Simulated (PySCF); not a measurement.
# CH7BNP (SMILES CB(N)P) at 4 levels

Aim: a comparison of 4 runs (HF/STO-3G, HF/3-21G, PBE0/def2-SVP, TPSS/def2-SVPD) of CH7BNP. Input form: a Python script.

Program for the calculation: PySCF 2.14.0.

## Step 1: The molecule

CH7BNP: 11 atoms, total charge 0, spin state singlet. SMILES: `CB(N)P`. Geometry: relaxed at PBE0-D4/def2-TZVP. This is one conformer, not always the lowest.

Bond lengths: C1–B2 1.573 Å, B2–N3 1.394 Å, B2–P4 1.937 Å, C1–H5 1.094 Å, C1–H6 1.094 Å, C1–H7 1.095 Å, N3–H8 1.005 Å, N3–H9 1.007 Å, P4–H10 1.420 Å, P4–H11 1.417 Å. Some angles: C1–B2–N3 120.8°, C1–B2–P4 119.5°, N3–B2–P4 119.5°, B2–C1–H5 111.6°, B2–C1–H6 113.3°, B2–C1–H7 110.2°, B2–N3–H8 124.1°, B2–N3–H9 122.3°, B2–P4–H10 98.9°, B2–P4–H11 97.1°.

## Step 2: Energy and forces at HF/STO-3G (run 1)

mol.xyz

```xyz
11
CH7BNP
C     -1.093200     0.922600    -0.128000
B      0.002900    -0.179800     0.111900
N      0.427100    -0.495900     1.401400
P      0.670900    -1.204900    -1.389100
H     -1.903500     0.553200    -0.763700
H     -1.537000     1.299300     0.798300
H     -0.659600     1.776600    -0.659200
H      1.134100    -1.179200     1.611000
H      0.043300    -0.049800     2.218400
H      2.007200    -1.393300    -0.948800
H      0.973300    -0.105700    -2.231400
```

calc.py

```python
import pyscf.grad
from pyscf import gto, scf

molecule = gto.Mole()
molecule.atom = 'mol.xyz'
molecule.max_memory = 1860
molecule.basis = 'sto-3g'
molecule.verbose = 4
molecule.charge = 0
molecule.build()

mf = scf.RHF(molecule)
mf.conv_tol = 1e-10
mf.kernel()
if not mf.converged:
    mf = mf.newton().run(mf.mo_coeff, mf.mo_occ)

e_final = mf.e_tot
print('E = %.10f Eh' % e_final)
grad = mf.Gradients().kernel()
dip = mf.dip_moment()
pop, q = mf.mulliken_pop()
```

The run is started by

```bash
$ OMP_NUM_THREADS=1 python calc.py
```

The program printed:

```text
PySCF version 2.14.0

[... 63 lines left out ...]
converged SCF energy = -456.56527093844
[... 12 lines left out ...]
Dipole moment(X, Y, Z, Debye):  0.56344,  0.33514,  1.74656
[... 43 lines left out ...]
charge of   10H =     -0.12184
```

It took 1.4 s on 1 thread of Arm Neoverse V2, shared host; peak memory 0.12 GiB.

## Step 3: Energy and forces at HF/3-21G (run 2)

job.py

```python
from pyscf import gto

system = gto.M(
    atom='''
C     -2.065849     1.743461    -0.241885
B      0.005480    -0.339773     0.211460
N      0.807102    -0.937115     2.648262
P      1.267817    -2.276931    -2.625019
H     -3.597094     1.045396    -1.443184
H     -2.904509     2.455321     1.508568
H     -1.246463     3.357287    -1.245707
H      2.143138    -2.228365     3.044349
H      0.081825    -0.094108     4.192168
H      3.793058    -2.632955    -1.792972
H      1.839270    -0.199744    -4.216735
''',
    basis='3-21g',
    verbose=3,
    max_memory=1860,
    spin=0,
    unit='bohr',
)

myscf = system.RHF()
myscf.conv_tol = 1e-10
myscf.kernel()
if not myscf.converged:
    myscf = myscf.newton().run(myscf.mo_coeff, myscf.mo_occ)

e_tot = myscf.e_tot
print('E = %.10f Eh' % e_tot)
grad = myscf.nuc_grad_method().kernel()
myscf.analyze()
```

The run is started by

```bash
$ OMP_NUM_THREADS=1 python job.py
```

The program printed:

```text
converged SCF energy = -459.458594729293
[... 14 lines left out ...]
MO #5   energy= -7.42280481200372  occ= 2
[... 6 lines left out ...]
MO #12  energy= -0.693217284539055 occ= 2
[... 6 lines left out ...]
MO #19  energy= -0.421597495264108 occ= 2
[... 6 lines left out ...]
MO #26  energy= 0.315306925836114  occ= 0
[... 6 lines left out ...]
MO #33  energy= 0.66560290626383   occ= 0
[... 6 lines left out ...]
MO #40  energy= 1.06140787394806   occ= 0
[... 6 lines left out ...]
MO #47  energy= 1.36541663722121   occ= 0
[... 6 lines left out ...]
MO #54  energy= 2.78060568683365   occ= 0
[... 12 lines left out ...]
Dipole moment(X, Y, Z, Debye):  0.60006,  1.09978,  2.63254
```

It took 1.5 s on 1 thread of Arm Neoverse V2, shared host; peak memory 0.13 GiB.

## Step 4: Energy and gradient at PBE0/def2-SVP (run 3)

run.py

```python
from pyscf import gto, dft

mol = gto.Mole()
mol.atom = '''
C   -1.093200   0.922600  -0.128000
B    0.002900  -0.179800   0.111900
N    0.427100  -0.495900   1.401400
P    0.670900  -1.204900  -1.389100
H   -1.903500   0.553200  -0.763700
H   -1.537000   1.299300   0.798300
H   -0.659600   1.776600  -0.659200
H    1.134100  -1.179200   1.611000
H    0.043300  -0.049800   2.218400
H    2.007200  -1.393300  -0.948800
H    0.973300  -0.105700  -2.231400
'''
mol.charge = 0
mol.max_memory = 1860
mol.basis = 'def2-svp'
mol.verbose = 4
mol.build()

mf = dft.RKS(mol)
mf.xc = 'pbe0'
mf.grids.level = 5
mf.conv_tol = 1e-10
mf.kernel()
if not mf.converged:
    mf = mf.newton().run(mf.mo_coeff, mf.mo_occ)

e_final = mf.e_tot
print('Final energy', e_final)
grad = mf.nuc_grad_method().kernel()
dip = mf.dip_moment()
pop, q = mf.mulliken_pop()
```

The run is started by

```bash
$ OMP_NUM_THREADS=1 python run.py
```

The program printed:

```text
PySCF version 2.14.0

[... 78 lines left out ...]
converged SCF energy = -462.852575923495
Final energy -462.85257592349535
[... 12 lines left out ...]
Dipole moment(X, Y, Z, Debye):  0.51220,  0.79212,  2.36519
[... 107 lines left out ...]
charge of   10H =     -0.00207
```

Run time: 31 s. Hardware: 1 thread of Arm Neoverse V2, shared host; peak memory 0.97 GiB.

## Step 5: Energy and forces at TPSS/def2-SVPD (run 4)

calc.py

```python
# CB(N)P
from pyscf import gto, dft

molecule = gto.M(
    atom=[
    ('C', (-1.093200, 0.922600, -0.128000)),
    ('B', (0.002900, -0.179800, 0.111900)),
    ('N', (0.427100, -0.495900, 1.401400)),
    ('P', (0.670900, -1.204900, -1.389100)),
    ('H', (-1.903500, 0.553200, -0.763700)),
    ('H', (-1.537000, 1.299300, 0.798300)),
    ('H', (-0.659600, 1.776600, -0.659200)),
    ('H', (1.134100, -1.179200, 1.611000)),
    ('H', (0.043300, -0.049800, 2.218400)),
    ('H', (2.007200, -1.393300, -0.948800)),
    ('H', (0.973300, -0.105700, -2.231400)),
],
    basis='def2-svpd',
    max_memory=1860,
    verbose=3,
)

mf = dft.RKS(molecule, xc='tpss')
mf.conv_tol = 1e-10
mf.grids.level = 5
mf.kernel()
if not mf.converged:
    mf = mf.newton().run(mf.mo_coeff, mf.mo_occ)

etot = mf.e_tot
print(f'total energy: {etot:.8f} hartree')
grad = mf.nuc_grad_method().kernel()
dip = mf.dip_moment()
pop, q = mf.mulliken_pop()
```

The run is started by

```bash
$ OMP_NUM_THREADS=1 python calc.py
```

The program printed:

```text
converged SCF energy = -463.193150178147
total energy: -463.19315018 hartree
[... 8 lines left out ...]
Dipole moment(X, Y, Z, Debye):  0.41158,  0.66984,  2.17624
[... 152 lines left out ...]
charge of   10H =      0.24869
```

Wall time 2.1 min (1 thread of Arm Neoverse V2, shared host); peak memory 1.6 GiB.

## Step 6: Overview of the runs

```tsv
run	level	integration grid	energy (Eh)	dipole moment (D)	HOMO energy (eV)	LUMO energy (eV)	wall time
1	HF/STO-3G	–	-456.565271	1.87	-6.90	8.98	1.4 s
2	HF/3-21G	–	-459.458595	2.92	-9.35	4.65	1.5 s
3	PBE0/def2-SVP	5	-462.852576	2.55	-6.73	0.63	31 s
4	TPSS/def2-SVPD	5	-463.193150	2.31	-5.85	-0.52	2.1 min
```

## Step 7: Outcome

```
                       quantity          value
            run 4: total energy  -463.19315 Eh
           run 4: dipole moment         2.31 D
             run 4: HOMO energy       -5.85 eV
             run 4: LUMO energy       -0.52 eV
           run 4: HOMO–LUMO gap        5.34 eV
run 4: largest force on an atom     0.479 eV/Å
```

What this shows: The dipole moment (its size) runs from 1.87 D (HF/STO-3G) to 2.92 D (HF/3-21G). The HOMO–LUMO gap runs from 5.34 eV (TPSS/def2-SVPD) to 15.87 eV (HF/STO-3G). The two ends differ in method and basis. Totals of different functionals can't be ranked against each other. In run 1 the basis is minimal, so the values are rough. All runs together took 2.6 min, the longest 2.1 min.
